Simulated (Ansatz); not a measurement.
This was printed by a script on Ansatz 0.2.0, Python API, for a single point from a YAML input of TaAl₃, space group I4/mmm. What did the script look like? Level of theory: PBEsol, norm-conserving potentials, cutoff 476 eV, 8×8×8 k-points, cold smearing of 0.15 eV, D3BJATM dispersion.

The script reads `input.yaml`:
```yaml
crystal:
  lattice:
    - [-1.9206, 1.9206, 4.2701]
    - [1.9206, -1.9206, 4.2701]
    - [1.9206, 1.9206, -4.2701]
  atoms:
    - { symbol: Ta, position: [0.5, 0.5, 0.0] }
    - { symbol: Al, position: [0.0, 0.0, 0.0] }
    - { symbol: Al, position: [0.75, 0.25, 0.5] }
    - { symbol: Al, position: [0.25, 0.75, 0.5] }
kpoints:
  mp_grid: { grid: [8, 8, 8] }
hamiltonian:
  xc: pbesol
  dispersion: d3bjatm
  pseudopotentials: { kind: nc }
scf:
  occupations: { method: cold, width: 0.15 }
basis:
  ecutwfc: "35 Ry"
output:
  forces: true
```

```console
$ python run_yaml_run.py
sections: ['crystal', 'kpoints', 'hamiltonian', 'scf', 'basis', 'output']
DeckWarning: basis.ecutwfc = 476.19925930478996 eV is below the records' recommended 789.130201 eV, and the density's cutoff is lower with it unless basis.ecutrho_ratio is high enough to keep the records' density cutoff: compare with a run at a higher cutoff
F = -1962.8855 eV for 4 atoms
E(sigma -> 0) = -1962.8862 eV, TS = -0.00214 eV
closed by deck_thresholds after 6 iterations
forces (eV/A)
  Ta   -0.0000    0.0000   -0.0000
  Al   -0.0000    0.0000    0.0000
  Al   -0.0000   -0.0000    0.0000
  Al   -0.0000    0.0000    0.0000
energy terms (eV)
  e_band                           -140.46961
  e_kinetic                         540.85117
  e_local                         -1247.37200
  e_nonlocal                        157.70139
  e_hartree                         388.67148
  e_xc                             -490.76819
  e_vxc                            -368.99040
  e_ewald                         -1310.34321
  e_disp                             -1.62826
  e_smearing                          0.00214
```
(Warnings from the package without file and line, repeats left out.)

The script that was run (others could print the same):

Script `run_yaml_run.py`:
```python
"""Run a YAML input for TaAl3 from Python."""

import json

import ansatz as az
import yaml

with open("input.yaml") as handle:
    tree = yaml.safe_load(handle)
print("sections:", list(tree))
res = az.Session.from_dict(tree).plan().execute()
data = res.report

n_atoms = len(data["lattice"]["sites"])
print("F =", round(data["free_energy_ev"], 4), "eV for", n_atoms, "atoms")
print("E(sigma -> 0) =", round(data["energy_sigma0_ev"], 4), "eV, TS =", round(data["entropy_ts_ev"], 5), "eV")
print("closed by", data["closed_by"], "after", data["n_iterations"], "iterations")

# forces in eV per angstrom
print("forces (eV/A)")
for site, force in zip(res.lattice.sites, data["forces_ev_ang"]):
    print(f"  {site.symbol:2s} {force[0]:9.4f} {force[1]:9.4f} {force[2]:9.4f}")

print("energy terms (eV)")
for term, value in data["components"].items():
    if abs(value) > 1e-9:
        print(f"  {term:26s} {value:16.5f}")

keep = ["free_energy_ev", "energy_sigma0_ev", "fermi_energy_ev", "n_iterations", "converged", "magnetization_mub", "n_kpoints"]
with open("taal3.json", "w") as handle:
    json.dump({key: data[key] for key in keep}, handle, indent=1)
```

Notes:
- These settings explore the input space; cutoff and mesh may be short of convergence.
- The cutoff lies under the one recommended for these potentials.
- The energy terms are those on the plane-wave grid, with the one-centre PAW part apart; e_band, e_vxc and e_vpaw aren't summands of the total.
- The negative TS is no error: cold and Methfessel-Paxton smearing have a generalised entropy.
- The mesh is modest for a metal, so energies can be off by several to tens of meV an atom and pressures by half a GPa or more; differences at equal mesh fare better.
- The starting cell is as deposited in a crystallographic database; the results hold for this polymorph, which needn't be the stable one.
- Levels are Kohn-Sham eigenvalues on this mesh, without spin-orbit coupling.
- The whole script took 3.3 s on 1 thread of Arm Neoverse V2, with other jobs on the host, peak memory 0.37 GiB.

(Lines on the test bed's own set-up are left out of the output.)
